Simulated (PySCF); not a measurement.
# Au²⁺: excitation energies in aug-cc-pwCVDZ-PP with ECP60

Each state of gold is computed at each level; their differences give the excitation energy. How far do the methods differ?

Program: PySCF 2.14.0. Level of theory: unrestricted determinants in a Gaussian basis, no spin-orbit coupling in the energies. These are calculated values, not measurements, unless marked.

## (1) The atom as given

* Element: gold (Z = 79)
* Basis: aug-cc-pwCVDZ-PP with ECP60MDF (6s6p5d3f, 70 functions)
* Hamiltonian: scalar relativity through the core potential
* State 1: Au²⁺: [Xe] 4f14 5d8 6p1, one real determinant (an excited configuration)
* State 2: Au²⁺: [Xe] 4f14 5d8 6s1, high-spin 4F determinant (an excited configuration)
* Needed too, but not shown: Au²⁺ [Xe] 4f14 5d9 (2D)
* Methods: CCSD(T)
* Core shells frozen in the correlated runs: valence: 5s2 5p6 (for Au²⁺)

The outer shells:

Au2+ [Xe] 4f14 5d8 6p1
```
[Xe] core
4f [↑↓][↑↓][↑↓][↑↓][↑↓][↑↓][↑↓]
5d [↑↓][↑↓][↑↓][↑ ][↑ ]
6p [↑ ][  ][  ]
```

Au2+ [Xe] 4f14 5d8 6s1
```
[Xe] core
4f [↑↓][↑↓][↑↓][↑↓][↑↓][↑↓][↑↓]
5d [↑↓][↑↓][↑↓][↑ ][↑ ]
6s [↑ ]
```

One driver process ran all states and methods and kept the integrals in memory. Each run is shown as a PySCF script that sums up its settings (the driver passes frozen orbitals as a list and adds second-order terms of double hybrids); the logs are those of the runs themselves. The driver starts from symmetry-adapted Hartree-Fock orbitals, holds the occupation by maximum overlap and uses a logarithmic radial grid for functionals, so a plain start would take other cycles.

The integrals over 70 functions and the set-up took 0.3 s of CPU time.

## (2) Au²⁺ [Xe] 4f14 5d8 6p1: CCSD(T) (valence)

#### CCSD(T) (valence)

The input, input.py:

```python
from pyscf import gto, scf, dft, mp, cc
import basis_set_exchange as bse
txt = bse.get_basis("aug-cc-pwCVDZ-PP", elements=["Au"], fmt="nwchem", header=False)
cut = txt.index("\nECP")
mol = gto.M(atom="Au 0 0 0", charge=2, spin=3, symmetry="D2h",
            basis=gto.basis.parse(txt[:cut]),
            ecp={"Au": gto.basis.parse_ecp(txt[cut:])})
mf = scf.UHF(mol)
mf.irrep_nelec = {'Ag': (3, 1), 'B1g': (1, 1), 'B2g': (1, 1), 'B3g': (1, 1), 'B1u': (1, 1), 'B2u': (2, 1), 'B3u': (1, 1)}
mf.kernel()
mycc = cc.CCSD(mf, frozen=4).run()
mycc.ccsd_t()
```

## (3) Au²⁺ [Xe] 4f14 5d8 6s1: CCSD(T) (valence)

#### CCSD(T) (valence)

input.py, as its differences from that of step 2:

```diff
@@ -8,3 +8,3 @@
 mf = scf.UHF(mol)
-mf.irrep_nelec = {'Ag': (3, 1), 'B1g': (1, 1), 'B2g': (1, 1), 'B3g': (1, 1), 'B1u': (1, 1), 'B2u': (2, 1), 'B3u': (1, 1)}
+mf.irrep_nelec = {'Ag': (4, 1), 'B1g': (1, 1), 'B2g': (1, 1), 'B3g': (1, 1), 'B1u': (1, 1), 'B2u': (1, 1), 'B3u': (1, 1)}
 mf.kernel()
```

What does the calculation give?

The runs gave:

| quantity | value |
| --- | --- |
| excitation energy, Au²⁺ → [Xe] 4f14 5d8 6p1 | UHF 11.929, CCSD(T) (valence) 12.541 eV |
| excitation energy, Au²⁺ → [Xe] 4f14 5d8 6s1 | UHF 3.673, CCSD(T) (valence) 4.081 eV |

Accuracy by level (over 2 differences):

```csv
method,mean absolute miss against CCSD(T) (valence) (eV)
UHF,0.510
MP2 (valence),0.136
SCS-MP2 (valence),0.274
CCSD (valence),0.022
CCSD(T) (valence),0.000
```

For the first difference the methods span 0.940 eV, from UHF (11.929) to SCS-MP2 (valence) (12.868). No reference value is at hand in this session. The basis is finite, and no extrapolation was made.
